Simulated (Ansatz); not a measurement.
## H₄NSb, SMILES [NH2][SbH2]: the energy of protonation at one site, step by step

Program: Ansatz 0.2.0, Python API.

Input file `h4nsb.xyz`:
```text
6

N    -0.21620   -1.00460    0.03300
Sb    0.71900    0.88230    0.03030
H     0.13570   -1.52630   -0.75440
H     0.04720   -1.42160    0.91810
H    -0.17300    1.41940   -1.40070
H    -0.47050    1.58690    1.12760
```

Interactive session:
```pycon
>>> import ansatz as az
>>> import numpy as np
>>> BASIS = "def2-SVP"
>>> XC = "pbe0"
>>> NET_CHARGE = 1
>>> FMAX = 0.01
>>> mol = az.Crystal.molecule_from_extxyz("h4nsb.xyz")
>>> job = mol.calculation().basis(gaussian=BASIS).functional(XC)
>>> symbols = [site.symbol for site in mol.cartesian_sites]
>>> start = np.array([site.position_ang for site in mol.cartesian_sites], dtype=float)
>>> data = job.relax(force_tolerance=0.01, max_steps=100).run(threads=1, backend="cpu").report
>>> end = np.array(data["positions_ang"])
>>> # put the proton on the side away from the neighbours, slightly off axis
>>> away = sum((end[0] - end[j]) / np.linalg.norm(end[0] - end[j]) for j in [1, 2, 3]) + np.array([0.15, 0.1, -0.2])
>>> proton = end[0] + 1.0 * away / np.linalg.norm(away)
>>> acid = az.Crystal.molecule()
>>> for symbol, place in zip(symbols, end):
...     acid = acid.atom(symbol, place.tolist())
...
>>> acid = acid.atom("H", proton.tolist())
>>> protonated = (
...     acid.calculation()
...     .basis(gaussian=BASIS)
...     .functional(XC)
...     .charge(NET_CHARGE)
...     .relax(force_tolerance=FMAX, max_steps=80)
... )
>>> after = protonated.run(threads=1, backend="cpu").report
>>> xyz = np.array(after["positions_ang"])
>>> reach = np.linalg.norm(xyz[:-1] - xyz[-1], axis=1)
>>> print(f"base {data['free_energy_ev']:.5f} eV, protonated {after['free_energy_ev']:.5f} eV")
base -8089.18055 eV, protonated -8099.31819 eV
>>> print(f"the proton ends {reach.min():.3f} A from {symbols[reach.argmin()]}{reach.argmin()}")
the proton ends 1.026 A from N0
>>> print(f"electronic proton affinity {23.060548 * (data['free_energy_ev'] - after['free_energy_ev']):.1f} kcal/mol")
electronic proton affinity 233.8 kcal/mol
```

Total energies depend on the basis set; only differences at equal settings carry meaning. The proton is put on one chosen atom, which needn't be the most basic site, so the molecule's proton affinity can be higher; the ends are stationary points, not checked by frequencies, and zero-point and thermal terms count only where printed. def2 sets replace the cores of elements past krypton by effective core potentials. Run time: 56 s on 1 thread of Arm Neoverse V2, on a shared host, peak memory 0.19 GiB.
